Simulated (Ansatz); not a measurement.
The system is SrLaMnO3.

```
La Sr Mn O
1.0
     6.89623   -1.98011    0.00000
     6.89623    1.98011    0.00000
    -0.91927    0.00000    3.46554
La Sr Mn O
1 1 1 3
Cartesian
  8.3579 0.0000 2.1705
  4.5752 0.0000 1.1722
  12.8353 0.0000 3.3913
  6.1027 0.0000 3.4084
  10.6222 0.0000 2.8378
  2.1815 0.0000 0.5874
```

The cell comes from a database or a generator and needn't be the stable form of this composition.

- Program: Ansatz 0.2.0
- Task: single point
- Functional: PBE
- Potentials or basis: Ansatz PAW
- Cutoff: 420 eV (not typed: the program's choice for these potentials)
- k mesh: 7 × 7 × 8
- Occupations: fermi-dirac, width 0.05 eV
- Spin: collinear spin, ferromagnetic start
- Starting moments: [0.0, 0.0, 4.0, 0.0, 0.0, 0.0] μB

On this cell: pressure -2.6 GPa; largest force 0.143 eV/Å; net moment 4.07 μB per cell; site moments La -0.01; Sr -0.00; Mn +3.42; O +0.06, +0.05 μB; band gap on the k mesh none (metal or under the smearing width).

The same run follows on a disturbed copy (atoms moved at random, drawn with an rms of 0.05 Å):

```xyz
6
Lattice="6.8962 -1.9801 0.0000 6.8962 1.9801 0.0000 -0.9193 0.0000 3.4655" Properties=species:S:1:pos:R:3 pbc="T T T"
La    8.3696    0.0436    2.1899
Sr    4.5718    0.0376    1.1836
Mn   12.8554   -0.0122    3.4077
O     6.0833   -0.0032    3.4132
O    10.7142   -0.0241    2.8185
O     2.1844   -0.0216    0.5705
```

Q: What changes?

A: The energy (extrapolated to zero smearing) moves by +3.5 meV/atom; pressure -3.0 GPa; largest force 0.376 eV/Å; net moment 4.05 μB per cell; site moments La -0.01; Sr +0.00; Mn +3.40; O +0.07, +0.05 μB; band gap on the k mesh none (metal or under the smearing width).

Forces on the atoms (eV/Å):
```
La  -0.166 -0.134 -0.055
Sr   0.344 -0.141  0.056
Mn  -0.035  0.259 -0.084
O    0.160 -0.095  0.125
O   -0.330  0.106 -0.022
O    0.026  0.005 -0.020
```

Stress tensor (GPa, compression positive):
```
-2.14 -0.02 -0.25
-0.02 -4.96 -0.02
-0.25 -0.02 -1.89
```

Caveats: a cell with one magnetic atom can't hold antiferromagnetic order, which such compounds often take; semilocal functionals often make such compounds metallic where correlation or magnetic order opens a gap, which also shifts bond lengths.
